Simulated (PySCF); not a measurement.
# B2H6NP: the cost of one run

The runs use PySCF 2.14.0, with density-fitted response routines of our own; the level of theory stands in each step. All values are computed, except where a source is named. Atoms are numbered from 0 throughout.

### 1 The molecule as given

10 atoms, charge 0, multiplicity 1; geometry from: GFN2-xTB. The atoms were then displaced at random by about 0.01 Å, so the start is not that level's minimum.

Bonds of the start (Å): B0–P1 1.81, P1–B2 1.89, B2–N3 1.38, B0–H4 1.15, B0–H5 1.21, P1–H6 1.37, B2–H7 1.14, N3–H8 1.04, N3–H9 0.98.

### 2 Geometry optimisation at PBE0-D3(BJ)/def2-SVP

The job: settings as JSON, then the geometry in Å.

```
{"job": {"xc": "PBE0", "basis": "def2-SVP", "d3": "d3bj", "grid": 1, "shake": 0.01, "kind": "geom"}, "charge": 0, "multiplicity": 1}
B      1.873430    -0.146240    -0.126950
P      0.553730    -0.926480     0.842620
B     -1.184660    -0.291140     0.476470
N     -1.351780     1.076060     0.403660
H      2.759070    -0.741560    -0.547310
H      1.827780     1.051440    -0.254800
H      0.559190    -2.268100     0.548340
H     -2.046690    -1.025710     0.364960
H     -2.286650     1.498290     0.265890
H     -0.652970     1.752520     0.521120
```

Started as:

```sh
OMP_NUM_THREADS=1 python probes_run.py task.json out
```

This one command runs all jobs of the session in turn.

Q: Estimate the wall time and peak memory of this first job on 1 thread of Arm Neoverse N1, shared host.

About 38 s, with a peak of 0.39 GiB.
